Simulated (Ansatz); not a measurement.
The system is BeRu3.

```
CELL_PARAMETERS angstrom
-1.80576 1.80576 3.95339
1.80576 -1.80576 3.95339
1.80576 1.80576 -3.95339
ATOMIC_POSITIONS crystal
Ru 0.50000 0.50000 0.00000
Ru 0.25000 0.75000 0.50000
Ru 0.75000 0.25000 0.50000
Be 0.00000 0.00000 0.00000
```

The cell comes from a database or a generator and needn't be the stable form of this composition.

```yaml
Program: Ansatz 0.2.0
Task: single point
Functional: PBE
Potentials_or_basis: Ansatz PAW
Cutoff: "420 eV (not typed: the program's choice for these potentials)"
k_mesh: 10 × 10 × 10
Occupations: fermi-dirac, width 0.05 eV
Spin: no spin polarisation
```

On this cell: pressure -2.2 GPa; largest force under 0.003 eV/Å; band gap on the k mesh none (metal or under the smearing width).

The same run follows on a disturbed copy (atoms moved at random, drawn with an rms of 0.05 Å):

```
Ru Be
1.0
    -1.80576    1.80576    3.95339
     1.80576   -1.80576    3.95339
     1.80576    1.80576   -3.95339
Ru Be
3 1
Cartesian
  -0.0179 -0.0174 3.9561
  1.8347 -0.0221 2.0504
  -0.0457 1.8334 1.9677
  -0.0257 -0.0328 -0.0754
```

Problem. What changes?

Solution. The energy (extrapolated to zero smearing) moves by +20.4 meV/atom; pressure -1.1 GPa; largest force 1.172 eV/Å; band gap on the k mesh none (metal or under the smearing width).

Forces in eV/Å, atoms in the order of the input:
```
Ru   0.036  0.040  0.293
Ru  -0.620  0.345 -0.932
Ru   0.581 -0.448  0.271
Be   0.003  0.063  0.368
```

Stress tensor (GPa, compression positive):
```
 0.46 -0.50  1.37
-0.50 -2.58  0.92
 1.37  0.92 -1.14
```
